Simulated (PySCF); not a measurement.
# C3H7Ga: the cost of one run

Computed with PySCF 2.14.0, with density-fitted response routines of our own, on a single molecule in the gas phase. Atoms count from 0, in the outputs and in this text.

## 1. Starting geometry

11 atoms, charge 0, multiplicity 1; geometry from: GFN2-xTB. The atoms were then displaced at random by about 0.01 Å, so the start is not that level's minimum.

Bonds of the start (Å): C0–C1 1.30, C1–C2 1.48, C2–Ga3 2.10, C0–H4 1.10, C0–H5 1.11, C1–H6 1.08, C2–H7 1.08, C2–H8 1.10, Ga3–H9 1.58, Ga3–H10 1.56.

## 2. Relaxing the molecule at PBE0-D3(BJ)/def2-SVP

The job: settings as JSON, then the geometry in Å.

```
{"job": {"xc": "PBE0", "basis": "def2-SVP", "d3": "d3bj", "grid": 1, "shake": 0.01, "kind": "geom"}, "charge": 0, "multiplicity": 1}
C     -1.369580     0.927060     0.203220
C     -0.903490    -0.152500     0.751920
C      0.034960    -1.055340     0.047030
Ga     1.813540     0.051370    -0.135660
H     -1.147640     1.205950    -0.833580
H     -2.089440     1.599120     0.709500
H     -1.146000    -0.401510     1.776510
H     -0.284790    -1.286440    -0.958020
H      0.202890    -1.989170     0.611280
H      1.715720     1.609610     0.093550
H      3.211950    -0.533980    -0.496480
```

Command:

```console
> OMP_NUM_THREADS=1 python probes_run.py task.json out
```

This one command runs all jobs of the session in turn.

**Question.** How long does this first job take on 1 thread of Intel Xeon 6975P-C, shared host, and how much memory does it need?

About 95 s, with a peak of 0.47 GiB.
